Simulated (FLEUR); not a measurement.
Pb: equation of state with LDA (Perdew-Zunger)

The system is Pb.

```
CELL_PARAMETERS angstrom
0.00000 2.47502 2.47502
2.47502 0.00000 2.47502
2.47502 2.47502 0.00000
ATOMIC_POSITIONS crystal
Pb 0.00000 0.00000 0.00000
```

```yaml
Program: FLEUR MaX-R8.1 (later development tree)
Task: equation of state
Functional: LDA (Perdew-Zunger)
Potentials_or_basis: all-electron
Basis: FLAPW
Kmax: 4.1 1/bohr
k_mesh: 9 × 9 × 9
Occupations: fermi-dirac, width 0.05 eV
Spin: no spin polarisation
```

| Property | Result |
| --- | --- |
| Equilibrium volume | 29.02 Å³/atom |
| Bulk modulus | 55 GPa |
| Pressure derivative of the bulk modulus | 5.5 (rough: it moves with the points fitted) |

Energy against volume, from the lowest point:
```
volume (Å³/atom)  energy (meV/atom)
          28.503               1.58
          29.110               0.00
          30.323               9.09
          31.535              31.27
          32.142              46.22
```

The cell as given is a measured one (30.32 Å³/atom); LDA (Perdew-Zunger) puts the equilibrium volume -4.3 % from it, thermal expansion not counted.

The run has no spin-orbit coupling, so splittings on Pb are missing.
